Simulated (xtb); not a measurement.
# [B10SbH10]− ([closo-8-SbB10 (no H on Sb)]-): GFN2-xTB

We compute a structure relaxation of [B10SbH10]− ([closo-8-SbB10 (no H on Sb)]-). 

The calculation is run with xtb 6.7.1.

4 further runs of the same task are left out: 4 set aside as unsound or not needed.

## (1) The system as given

[B10SbH10]−: 21 atoms, total charge -1, spin state singlet. All atoms were displaced at random from a relaxed shape. The run starts from this shape.

Some bond lengths: B2–B3 1.804 Å, B2–B4 1.737 Å, B1–B6 1.610 Å, B5–B6 1.701 Å, B6–B7 1.858 Å, B1–B9 1.769 Å, B3–B9 1.663 Å, B6–B9 1.686 Å, B1–Sb10 2.312 Å, B3–Sb10 2.422 Å, B4–Sb10 2.360 Å, B5–Sb10 2.413 Å, B8–Sb10 2.402 Å, B2–B11 1.678 Å, B4–B11 1.677 Å, B7–B11 1.730 Å. Some angles: B2–B3–B9 62.6°, B2–B3–Sb10 113.5°, B9–B3–Sb10 114.4°, B3–B2–B4 62.8°, B3–B2–B11 112.1°, B4–B2–B11 58.8°, B2–B4–Sb10 119.3°, B2–B4–B11 58.8°, Sb10–B4–B11 117.4°, B1–B6–B5 79.1°.

## (2) A structure relaxation at GFN2-xTB

File .CHRG:

```
-1
```

File .UHF:

```
0
```

File struc.tmol:

```
$coord
      3.481385747614      0.204241599550      0.172607584223  b
     -1.628811638599      1.550501387994     -1.969283594473  b
      1.210464069129      2.734925031126     -0.500361683278  b
     -1.818332271637      2.395908164368      1.197651726004  b
      1.352703754530     -2.611015689134      2.022498282142  b
      2.323474962011     -2.338573873747     -1.029314922822  b
     -1.182099279998     -2.162904933202     -1.073912459364  b
     -1.859396020326     -1.095077391959      2.659600547798  b
      1.517639050687      0.354474826457     -2.528302376659  b
      1.625712487754      1.536441825627      3.897900282743  sb
     -3.434161491760     -0.082429853556      0.062890085428  b
      5.392957106241      0.479366826034      0.290923336886  h
     -2.559463960454      2.780864273216     -3.659983763653  h
      1.811264695931      4.908582505977     -0.853872749412  h
     -3.011562038510      4.171929468075      2.175452714669  h
      1.847849793704     -3.958352621470      3.249743119258  h
      3.506802563991     -4.173611324326     -2.100827430008  h
     -2.161884481094     -3.684399025183     -2.112260273062  h
     -2.839842625565     -1.870602096245      4.488855436436  h
      2.000407383745      0.529293390246     -4.505239361937  h
     -5.630023248575     -0.550533911887     -0.214597298713  h
$end
```

Command:

```console
xtb struc.tmol --gfn 2 --opt tight > xtb.out
```

**Question.** What will come out? Wanted: total energy at the end; HOMO energy; LUMO energy; HOMO–LUMO gap; dispersion energy; mean polarisability.

Answer, from the run:

Level: GFN2-xTB.

```
                      quantity          value
       total energy at the end   -19.83568 Eh
                   HOMO energy       -4.39 eV
                   LUMO energy       -2.49 eV
                 HOMO–LUMO gap        1.91 eV
             dispersion energy  -80.94 kJ/mol
mean polarisability (D4 model)    161.2 bohr³
```

At the final geometry: Some bond lengths: B2–B3 1.758 Å, B2–B4 1.738 Å, B1–B6 1.661 Å, B5–B6 1.658 Å, B2–B7 1.773 Å, B6–B7 1.701 Å, B5–B8 1.798 Å, B1–B9 1.782 Å, B2–B9 1.770 Å, B3–B9 1.752 Å, B6–B9 1.764 Å, B7–B9 1.774 Å, B1–Sb10 2.418 Å, B3–Sb10 2.380 Å, B4–Sb10 2.376 Å, B8–Sb10 2.180 Å. Some angles: B2–B3–B9 60.6°, B2–B3–Sb10 118.1°, B9–B3–Sb10 124.3°, B3–B2–B4 63.6°, B3–B2–B7 106.6°, B3–B2–B9 59.6°, B3–B2–B11 104.4°, B4–B2–B7 112.5°, B4–B2–B9 114.6°, B4–B2–B11 59.7°. The optimisation took 33 steps and changed the energy by -2.359 eV. Mulliken charges run from -0.20 on H20 to +0.11 on B4.
